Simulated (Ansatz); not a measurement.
A run of Ansatz 0.2.0:

Contents of input.yaml:

```yaml
crystal:
  lattice:
    - [2.10927087, 1.2177881, 3.50048748]
    - [-2.10927087, 1.2177881, 3.50048748]
    - [0.0, -2.43557621, 3.50048748]
  atoms:
    - { symbol: Bi, position: [0.0, 0.0, 0.0] }
    - { symbol: S, position: [0.5, 0.5, 0.5] }
hamiltonian:
  xc: pbe
  pseudopotentials: { kind: paw }
kpoints:
  mp_grid: { grid: [8, 8, 8] }
scf:
  occupations: { method: gaussian, width: 0.011 }
output:
  forces: true
  stress: true
  eigenvalues: true
  write_density: true
  write_potential: true
  elf: true
  volumetric_format: npy
```

Potentials or basis: Ansatz PAW.

Launch:

```console
$ ansatz run input.yaml --threads 2 --pin off --max-ram 5632MiB --backend cpu --events-out ev --progress --plain --runs-dir out
```

Hardware: 2 threads of Arm Neoverse V1, with other jobs on the host.

Task: How long does it take, and how much memory?

Result: Wall time 2.1 s on 2 threads of Arm Neoverse V1 (shared host), peak memory 0.35 GiB. Counts: scf iterations 6, plane waves 1055, k points 65, bands 15.
